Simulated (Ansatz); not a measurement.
# C₃H₈Cl₃NZr: vertical ionisation energy

One table from this session's results is given with a row withheld; the runs are named, their logs left out.

The runs use Ansatz 0.2.0, Gaussian basis; unrestricted cation, the program's frozen cores in correlated methods.

Levels to be run: UKS PBE-D4/def2-TZVPP; UKS r2SCAN-D4/def2-TZVPP; UKS PBE0-D4/def2-TZVPP; UKS B3LYP-D4/def2-TZVPP; UKS wB97X-V/def2-TZVPP; UKS wB97M-V/def2-TZVPP; UKS B2PLYP/def2-TZVPP; UHF-CCSD(T)/def2-TZVPP; UHF-MP2/def2-QZVPP; extrapolation to the limit; then −ε(HOMO) from the neutral's earlier runs with LDA (SPW92), PBE-D4, revPBE-D4, BLYP-D4, r2SCAN-D4, B97M-V, PBE0-D4, B3LYP-D4, r2SCANh-D4, r2SCAN0-D4, HSE06-D4, BHLYP-D4, CAM-B3LYP-D4, LC-ωPBE, ωB97X-V, ωB97M-V.

1 further run of the same task is left out (it didn't finish).

### The relaxed structure

An earlier PBE0-D4 in a triple-zeta def2 set relaxation fixed the geometry. Zr takes the def2 core potential; no spin-orbit term is included.

SMILES `CC[N](C)[Zr]([Cl])([Cl])[Cl]`, 16 atoms, charge 0, spin multiplicity 1.

Atoms are counted from 1 here; the program's logs count them from 0.

Bond lengths: C1–C2 1.520 Å, C1–H9 1.092 Å, C1–H10 1.092 Å, C1–H11 1.092 Å, C2–N3 1.451 Å, C2–H12 1.099 Å, C2–H13 1.093 Å, N3–C4 1.450 Å, N3–Zr5 1.976 Å, C4–H14 1.095 Å, C4–H15 1.097 Å, C4–H16 1.099 Å, Zr5–Cl6 2.354 Å, Zr5–Cl7 2.342 Å, Zr5–Cl8 2.353 Å. Angles: C2–C1–H9 110.7°, C2–C1–H10 110.0°, C2–C1–H11 111.9°, H9–C1–H10 108.3°, H9–C1–H11 108.3°, H10–C1–H11 107.6°, C1–C2–N3 113.7°, C1–C2–H12 109.9°, C1–C2–H13 109.4°, N3–C2–H12 108.7°, N3–C2–H13 108.2°, H12–C2–H13 106.6°, C2–N3–C4 115.6°, C2–N3–Zr5 132.4°, C4–N3–Zr5 112.0°, N3–C4–H14 112.2°, N3–C4–H15 111.0°, N3–C4–H16 110.8° and more.

The first run:

The input, in.yaml:

```yaml
crystal:
  periodic: [false, false, false]
  atoms:
    - {symbol: C, position_ang: [1.890584, -0.940290, 0.099829]}
    - {symbol: C, position_ang: [0.982184, 0.080243, 0.765366]}
    - {symbol: N, position_ang: [-0.320296, 0.198456, 0.137205]}
    - {symbol: C, position_ang: [-1.201217, -0.941445, 0.300444]}
    - {symbol: Zr, position_ang: [-1.171732, 1.648750, -0.899333]}
    - {symbol: Cl, position_ang: [-3.105663, 2.284011, 0.282187]}
    - {symbol: Cl, position_ang: [0.385871, 3.386555, -1.099399]}
    - {symbol: Cl, position_ang: [-1.781335, 0.731252, -2.978745]}
    - {symbol: H, position_ang: [2.052436, -0.686208, -0.949850]}
    - {symbol: H, position_ang: [2.860606, -0.959303, 0.601268]}
    - {symbol: H, position_ang: [1.475082, -1.948579, 0.147585]}
    - {symbol: H, position_ang: [0.841135, -0.178058, 1.824275]}
    - {symbol: H, position_ang: [1.461883, 1.062285, 0.743730]}
    - {symbol: H, position_ang: [-0.810875, -1.839554, -0.188974]}
    - {symbol: H, position_ang: [-1.374287, -1.155110, 1.362092]}
    - {symbol: H, position_ang: [-2.184367, -0.743016, -0.147660]}
basis:
  gaussian: {orbitals: def2-TZVPP}
total_charge: 1
magnetization: {spin_polarized: true, initial_magnetization: 1}
hamiltonian: {xc: pbe, dispersion: d4}
```

Among the steps run: Cation, UKS PBE-D4/def2-TZVPP; Cation, UKS r2SCAN-D4/def2-TZVPP; Cation, UKS PBE0-D4/def2-TZVPP; Cation, UKS B3LYP-D4/def2-TZVPP; Cation, UKS wB97X-V/def2-TZVPP; Cation, UKS wB97M-V/def2-TZVPP; Cation, UKS B2PLYP (frozen core)/def2-TZVPP; Cation, UHF-CCSD(T)/def2-TZVPP; Cation, UHF-MP2/def2-QZVPP.

One of the session's tables, all rows but one given; the rest of the session is left out.

For comparison, −ε(HOMO) of the neutral from earlier runs:

| functional | −ε(HOMO) (eV) |
| --- | --- |
| LDA (SPW92) | 6.28 |
| PBE-D4 | 6.13 |
| revPBE-D4 | 6.07 |
| BLYP-D4 | 6.00 |
| r2SCAN-D4 | 6.38 |
| B97M-V | 6.47 |
| PBE0-D4 | ? |
| B3LYP-D4 | 7.17 |
| r2SCANh-D4 | 6.85 |
| r2SCAN0-D4 | 7.56 |
| HSE06-D4 | 6.99 |
| BHLYP-D4 | 8.55 |
| CAM-B3LYP-D4 | 8.72 |
| LC-ωPBE | 10.06 |
| ωB97X-V | 9.72 |
| ωB97M-V | 9.61 |

Estimate the missing values for PBE0-D4.

The run gave: −ε(HOMO) (eV): 7.39. In the column «−ε(HOMO) (eV)» it lies between B3LYP-D4 (7.17) and r2SCAN0-D4 (7.56).
